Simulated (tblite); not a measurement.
# C3H12ClNSi2: the cost of one run

Programs: tblite 0.8.0 and PySCF 2.14.0, with density-fitted response routines of our own. Each step states its level of theory. These are calculated values for one molecule in the gas phase, unless marked as measured. Atoms count from 0, in the outputs and in this text.

### Step 1. Starting geometry

19 atoms, charge 0, multiplicity 1; geometry from: force field or distance geometry start.

Bonds of the start (Å): C0–C1 1.50, C1–C2 1.50, C1–N3 1.45, N3–Si4 1.81, N3–Si5 1.79, Si5–Cl6 2.11, C0–H7 1.10, C0–H8 1.11, C0–H9 1.14, C1–H10 1.13, C2–H11 1.13, C2–H12 1.12, C2–H13 1.10, Si4–H14 1.47, Si4–H15 1.47, Si4–H16 1.46, Si5–H17 1.45, Si5–H18 1.47.

### Step 2. Relaxing the molecule with GFN2-xTB

The job: settings as JSON, then the geometry in Å.

```
{"job": {"kind": "relax", "xc": "GFN2-xTB", "basis": "xTB"}, "charge": 0, "multiplicity": 1}
C     -0.983700    -0.574500     1.009000
C     -0.832800    -0.058200    -0.396400
C     -1.644700     1.174900    -0.653300
N      0.543900     0.122600    -0.815400
Si     1.335500    -1.504800    -0.687700
Si     1.455200     1.154200     0.321800
Cl     2.585500    -0.070900     1.622000
H     -1.186600    -1.655800     1.057500
H     -0.098400    -0.255100     1.597200
H     -1.909100    -0.092500     1.475800
H     -1.300900    -0.851400    -1.044700
H     -2.706800     0.943900    -0.362400
H     -1.736600     1.383200    -1.753000
H     -1.258600     2.061400    -0.137500
H      0.431500    -2.509400    -1.260900
H      2.622000    -1.443900    -1.389200
H      1.605800    -1.702100     0.738400
H      0.592700     2.002200     1.117500
H      2.476500     1.885400    -0.446200
```

On the command line:

```bash
$ OMP_NUM_THREADS=1 python probes_run.py task.json out
```

One launch serves the whole session: the jobs run in the order shown.

Q: Estimate the wall time and peak memory of this first job on 1 thread of Arm Neoverse N1, shared host.

About 2.7 s, with a peak of 0.18 GiB.
